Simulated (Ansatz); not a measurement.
# CH₅AlNO radical: a ladder of functionals and wavefunction methods

The task here is to estimate one member of a computed series from the others.

Program: Ansatz 0.2.0, Gaussian basis. Level of theory: functionals in def2-TZVPP, the program's frozen cores in correlated methods. These are calculated values, not measurements.

Levels to be run: LDA (SPW92), PBE-D4, revPBE-D4, BLYP-D4, r2SCAN-D4, B97M-V, PBE0-D4, B3LYP-D4, r2SCANh-D4, r2SCAN0-D4, HSE06-D4, BHLYP-D4, CAM-B3LYP-D4, LC-ωPBE, ωB97X-V, ωB97M-V, B2PLYP, PBE-QIDH; CCSD(T)/def2-SVP; CCSD(T)/def2-TZVPP; MP2/def2-QZVPP; extrapolation to the limit; RPA on PBE.

### The relaxed structure

The geometry comes from an earlier relaxation with PBE0-D4 in a triple-zeta def2 set; it is a stationary point, not always the lowest conformer.

SMILES `C[O][Al][NH2]`, 9 atoms, charge 0, spin multiplicity 2.

Atoms are counted from 1 here; the program's logs count them from 0.

Bond lengths: C1–O2 1.393 Å, C1–H5 1.096 Å, C1–H6 1.097 Å, C1–H7 1.096 Å, O2–Al3 1.692 Å, Al3–N4 1.770 Å, N4–H8 1.008 Å, N4–H9 1.006 Å. Angles: O2–C1–H5 110.2°, O2–C1–H6 112.7°, O2–C1–H7 110.3°, H5–C1–H6 107.8°, H5–C1–H7 107.8°, H6–C1–H7 107.9°, C1–O2–Al3 138.7°, O2–Al3–N4 116.1°, Al3–N4–H8 124.3°, Al3–N4–H9 124.7°, H8–N4–H9 111.0°.

The first run:

in.yaml reads:

```yaml
crystal:
  periodic: [false, false, false]
  atoms:
    - {symbol: C, position_ang: [0.951791, 1.431975, -0.768092]}
    - {symbol: O, position_ang: [0.148939, 0.385546, -0.319357]}
    - {symbol: Al, position_ang: [0.117632, -0.743240, 0.940242]}
    - {symbol: N, position_ang: [-1.253175, -1.862825, 0.947129]}
    - {symbol: H, position_ang: [1.286788, 1.238623, -1.793062]}
    - {symbol: H, position_ang: [1.842982, 1.579287, -0.145224]}
    - {symbol: H, position_ang: [0.385552, 2.369882, -0.771574]}
    - {symbol: H, position_ang: [-1.991673, -1.860897, 0.260338]}
    - {symbol: H, position_ang: [-1.400437, -2.584551, 1.632499]}
basis:
  gaussian: {orbitals: def2-TZVPP}
magnetization: {spin_polarized: true, initial_magnetization: 1}
hamiltonian: {xc: lda}
output: {orbitals: {seedname: orbitals}}
```

Steps of the session up to this table: LDA; PBE-D4 (GGA); revPBE-D4 (GGA); BLYP-D4 (GGA); r2SCAN-D4 (meta-GGA); B97M-V (meta-GGA); PBE0-D4 (hybrid); B3LYP-D4 (hybrid); r2SCANh-D4 (hybrid); r2SCAN0-D4 (hybrid); HSE06-D4 (hybrid); BHLYP-D4 (hybrid); CAM-B3LYP-D4 (range-separated); LC-ωPBE-D4 (range-separated; the results give it without D4); ωB97X-V (range-separated); ωB97M-V (range-separated); B2PLYP (double hybrid); PBE-QIDH (double hybrid).

One of the session's tables, all rows but one given; the rest of the session is left out.

It belongs to the step «Orbital energies across the functionals». 

| functional | HOMO (eV) | LUMO (eV) | gap (eV) |
| --- | --- | --- | --- |
| LDA (SPW92) | -4.56 | -3.31 | 1.25 |
| PBE-D4 | -4.56 | -2.97 | 1.59 |
| revPBE-D4 | ? | ? | ? |
| BLYP-D4 | -4.36 | -3.00 | 1.37 |
| r2SCAN-D4 | -4.85 | -2.54 | 2.31 |
| B97M-V | -4.48 | -3.58 | 0.90 |
| PBE0-D4 | -5.62 | -2.13 | 3.49 |
| B3LYP-D4 | -5.37 | -2.51 | 2.86 |
| r2SCANh-D4 | -5.24 | -2.31 | 2.92 |
| r2SCAN0-D4 | -5.82 | -1.99 | 3.83 |
| HSE06-D4 | -5.22 | -2.50 | 2.72 |
| BHLYP-D4 | -6.49 | -1.49 | 5.00 |
| CAM-B3LYP-D4 | -6.80 | -1.37 | 5.44 |
| LC-ωPBE | -8.15 | 0.04 | 8.20 |
| ωB97X-V | -7.69 | -0.41 | 7.29 |
| ωB97M-V | -7.27 | -0.68 | 6.59 |

Estimate the missing values for revPBE-D4.

The run gave: HOMO (eV): -4.54; LUMO (eV): -2.83; gap (eV): 1.72. In the column «HOMO (eV)» it lies between PBE-D4 (-4.56) and B97M-V (-4.48).
